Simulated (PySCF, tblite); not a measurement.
# CH12OSSi4: geometry, infrared bands and NMR shifts

What infrared bands and NMR shifts should CH12OSSi4 (`[SiH3]CS[SiH2]O[SiH2][SiH3]`) show?

Computed with tblite 0.8.0 and PySCF 2.14.0, with density-fitted response routines of our own, on a single molecule in the gas phase. Atoms count from 0, in the outputs and in this text.

## Step 1: The molecule as given

19 atoms, charge 0, multiplicity 1; geometry from: force field or distance geometry start.

Bonds of the start (Å): Si0–C1 1.85, C1–S2 1.83, S2–Si3 2.13, Si3–O4 1.66, O4–Si5 1.66, Si5–Si6 2.32, Si0–H7 1.49, Si0–H8 1.49, Si0–H9 1.48, C1–H10 1.09, C1–H11 1.11, Si3–H12 1.48, Si3–H13 1.48, Si5–H14 1.48, Si5–H15 1.50, Si6–H16 1.48, Si6–H17 1.49, Si6–H18 1.49.

## Step 2: Optimising the geometry with GFN2-xTB

The job: settings as JSON, then the geometry in Å.

```
{"job": {"kind": "relax", "xc": "GFN2-xTB", "basis": "xTB"}, "charge": 0, "multiplicity": 1}
Si    -2.164300    -0.043900    -1.467900
C     -2.201700     1.452900    -0.375200
S     -0.508200     2.061300    -0.038300
Si     0.077400     1.125600     1.779800
O      0.327300    -0.485000     1.478600
Si     1.570400    -1.505000     1.075500
Si     2.574400    -0.930900    -0.938100
H     -3.556100    -0.506700    -1.702000
H     -1.418700    -1.173100    -0.854100
H     -1.571400     0.261700    -2.785500
H     -2.750100     2.252100    -0.864100
H     -2.723400     1.240900     0.575900
H      1.322700     1.744100     2.288800
H     -1.015900     1.270300     2.767000
H      1.041900    -2.882500     1.016500
H      2.574600    -1.460300     2.187700
H      1.590700    -0.980600    -2.046300
H      3.685900    -1.876900    -1.247700
H      3.134800     0.445200    -0.847100
```

Run with:

```console
OMP_NUM_THREADS=1 python probes_run.py task.json out
```

One launch serves the whole session: the jobs run in the order shown.

**Question.** This job is followed by: GFN2-xTB harmonic vibrations, gas phase; GIAO PBE0/pcSseg-1 NMR shielding, non-relativistic, gas phase. Predict these results of the whole session: strongest single infrared mode (GFN2-xTB); zero-point energy (GFN2-xTB); 13C shifts against TMS (PBE0/pcSseg-1); 1H shifts against TMS (PBE0/pcSseg-1, means over atoms taken as alike); 29Si shifts against TMS (PBE0/pcSseg-1); 33S shifts against CS2 (PBE0/pcSseg-1); 17O shifts against H2O (PBE0/pcSseg-1).

As calculated:

| quantity | value |
| --- | --- |
| strongest single infrared mode (GFN2-xTB) | 1081 cm⁻¹, 589 km/mol |
| zero-point energy (GFN2-xTB) | 71.5 kcal/mol |
| 13C shifts against TMS (PBE0/pcSseg-1) | 12.2 ppm |
| 1H shifts against TMS (PBE0/pcSseg-1, means over atoms taken as alike) | 5.65, 5.28, 4.14, 3.57, 1.95 ppm |
| 29Si shifts against TMS (PBE0/pcSseg-1) | -15.6, -27.1, -64.3, -119.3 ppm |
| 33S shifts against CS2 (PBE0/pcSseg-1) | -96 ppm |
| 17O shifts against H2O (PBE0/pcSseg-1) | 35.0 ppm |

In words: The optimisation took 94 steps and gained 0.297 eV; among the close pairs (by a distance rule), Si3–O4 changed most, from 1.657 to 1.607 Å. No mode is imaginary among the 51: a minimum at this level. The strongest single mode, at 1081 cm⁻¹, moves mainly O4. GFN2-xTB is a fitted tight-binding method: band positions and strengths are rough. Its intensities can rank the bands wrongly. At PBE0/pcSseg-1: The widest tensor belongs to S2: span 201 ppm, with a paramagnetic part of -461 ppm.
